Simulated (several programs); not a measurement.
# Cs2AgBiBr6 (Fm-3m) from semi-empirical methods to plane-wave DFT

Measured values to be reproduced:
- band gap: 2.12 eV (indirect gap from Tauc plot of optical absorption, Ag:Bi = 1.15:1 in precursor; 300 K; “Highly ordered lead-free double perovskite halides by design”; Tauc extrapolation of indirect absorption edge; crystal grown with Ag excess; measurement temperature not stated, presumably room …; 2020; arxiv:2006.15818)
- volume: 35.43 Å³ an atom (298 K; Crystallography Open Database)

Cs2AgBiBr6 (from a published structure), relaxed with r2SCAN in Ansatz, was computed with several methods. The symmetry is Fm-3m (No. 225, cubic); conventional cell a = 11.346 Å, 36.51 Å³ an atom. Around Cs lie 12 Br at 4.01 Å; around Ag lie 6 Br at 2.82 Å; around Bi lie 6 Br at 2.86 Å; around Br lie 1 Ag at 2.82 Å and 1 Bi at 2.86 Å and 4 Cs at 4.01 Å. Computed at 0 K without zero-point motion; spin polarisation is off.

```xyz
10
Lattice="0.0000 5.6728 5.6728 5.6728 0.0000 5.6728 5.6728 5.6728 0.0000" Properties=species:S:1:pos:R:3 pbc="T T T"
Cs    2.8364    2.8364    2.8364
Cs    8.5092    8.5092    8.5092
Ag    5.6728    5.6728    5.6728
Bi    0.0000    0.0000    0.0000
Br    5.6728    2.8571    5.6728
Br    8.4885    5.6728    5.6728
Br    5.6728    8.4885    5.6728
Br    2.8571    5.6728    5.6728
Br    5.6728    5.6728    2.8571
Br    5.6728    5.6728    8.4885
```

Gaps and times are for a single point on this cell; volume and bulk modulus come from each method's own relaxation or energy curve at fixed shape, which is too stiff where a cell has free coordinates or axes. Times are rough, from shared hosts (Arm Neoverse V2; NVIDIA H100 80GB HBM3), and each method has its own mesh and cell size. A double dagger marks a value from a curve with shape and coordinates held. PM6 (MOPAC), PM7 (MOPAC), GFN1-xTB (tblite), GFN2-xTB (tblite) treat a cluster of cells at its zone centre, which samples few k points: where these miss a band edge, the gap comes out too large for that reason alone. Gaps from k meshes are read at a limited set of points (mesh, symmetry points, PBE's band edges), so each method's own least gap may be somewhat smaller. xTB and the PM methods were fitted mostly to molecules, and can miss a solid's gap by electronvolts. Minimal bases can be far off for gaps. Times of the plane-wave rungs are withheld (a dash), since they come from other jobs, hosts and meshes; the meshes of hybrids and Hartree-Fock don't converge their gaps to the digits shown. GLLB-SC's gap includes the derivative discontinuity. d marks a direct gap, i an indirect one (no mark: not told apart), a dash a value that wasn't computed or didn't pass its checks.

| method | kind | gap (eV) | own volume (Å³/atom) | bulk modulus (GPa) | atoms computed | processor time |
| --- | --- | --- | --- | --- | --- | --- |
| GFN1-xTB (tblite) | tight binding | 1.98 | 34.38‡ | 34‡ | cluster | 1.6 s |
| GFN2-xTB (tblite) | tight binding | 2.80 | 37.12‡ | 22‡ | cluster | 2.2 s |
| PM7 (MOPAC) | semi-empirical | 6.81 | – | – | cluster | 3.4 s |
| PM6 (MOPAC) | semi-empirical | 6.02 | – | – | cluster | 4.7 s |
| light PBE (260 eV, its own mesh) | light plane-wave | 1.33 i | – | – | 10 | 4.9 s |
| PBE | semilocal | 1.28 i | 37.86 | 23‡ | 10 | – |
| PBE+SOC | semilocal | 1.05 i | – | – | 10 | – |
| PBE/SZV (CP2K) | small basis | 0.98 i | – | – | 10 | 24 s |
| r2SCAN | semilocal | 1.67 i | 36.51 | 27‡ | 10 | – |
| PBE/DZVP (CP2K) | small basis | 1.29 i | 38.26‡ | 23‡ | 10 | 53 s |
| PBE0 | hybrid | 2.82 i | – | – | 10 | – |
| HSE06 | hybrid | 2.15 i | – | – | 10 | – |
| GLLB-SC (GPAW) | model potential | 2.46 | – | – | 10 | 3.8 min |

Against HSE06 (2.15 eV) the nearest gap at the points sampled is that of GFN1-xTB (tblite) (-0.17 eV) and the farthest that of PM7 (MOPAC) (+4.66 eV). HSE06 is only a yardstick of convenience, and nearness to it can be luck.

Volumes against r2SCAN's: PBE +3.7 %.

Comparison with experiment:
- Band gap, measured 2.12 eV (indirect; set against each method's least gap): GFN1-xTB (tblite) -0.14 eV, GFN2-xTB (tblite) +0.68 eV, PM7 (MOPAC) +4.69 eV, PM6 (MOPAC) +3.90 eV, light PBE (260 eV, its own mesh) -0.79 eV, PBE -0.84 eV, PBE+SOC -1.07 eV, PBE/SZV (CP2K) -1.14 eV, r2SCAN -0.45 eV, PBE/DZVP (CP2K) -0.83 eV, PBE0 +0.70 eV, HSE06 +0.03 eV, GLLB-SC (GPAW) +0.34 eV.
- Volume, measured 35.43 Å³ an atom: PBE +6.9 %, r2SCAN +3.1 %.
The calculations are for a static lattice; samples hold vibrations, temperature and, in optical gaps, excitons. A measured value is shown where most reports agree with it, and only for the quantities listed.

Only the rows marked +SOC include spin-orbit coupling.
